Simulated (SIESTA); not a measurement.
CuSn3:

```xyz
4
Lattice="-2.2399 2.2399 4.8707 2.2399 -2.2399 4.8707 2.2399 2.2399 -4.8707" Properties=species:S:1:pos:R:3 pbc="T T T"
Sn    0.0000    0.0000    4.8707
Sn    2.2399    0.0000    2.4354
Sn    0.0000    2.2399    2.4354
Cu    0.0000    0.0000    0.0000
```

The cell comes from a database or a generator and needn't be the stable form of this composition.

```yaml
Program: SIESTA 5.4.2
Task: single point
Functional: PBE
Potentials_or_basis: PseudoDojo 0.4 standard (PBE files)
Basis: DZP (energy shift 0.003 Ry; two zetas on semicore shells)
Grid_cutoff: 800 Ry
Energy_shift: 0.003 Ry
k_mesh: 8 × 8 × 8
Occupations: fermi-dirac, width 0.05 eV
Spin: no spin polarisation
```

On this cell: pressure -0.6 GPa; largest force under 0.003 eV/Å; band gap on the k mesh none (metal or under the smearing width).

The same run follows on a disturbed copy (atoms moved at random, drawn with an rms of 0.05 Å):

```xyz
4
Lattice="-2.2399 2.2399 4.8707 2.2399 -2.2399 4.8707 2.2399 2.2399 -4.8707" Properties=species:S:1:pos:R:3 pbc="T T T"
Sn    0.0305    0.0746    4.8690
Sn    2.2084    0.0208    2.4461
Sn   -0.0262    2.2453    2.4470
Cu   -0.0193    0.0592    0.0253
```

Q: What changes?

A: The energy (extrapolated to zero smearing) moves by +1.2 meV/atom; pressure -0.6 GPa; largest force 0.106 eV/Å; band gap on the k mesh none (metal or under the smearing width).

Forces on the atoms (eV/Å):
```
Sn  -0.070 -0.062  0.051
Sn   0.044 -0.030 -0.029
Sn   0.009  0.066 -0.030
Cu   0.016  0.026  0.007
```

Stress tensor (GPa, compression positive):
```
-0.52 -0.02 -0.05
-0.02 -0.50 -0.12
-0.05 -0.12 -0.82
```

Caveats: short orbitals over semicore shells can move pressures by several GPa; the basis of atomic orbitals isn't converged, which shifts pressures, moduli and gaps.
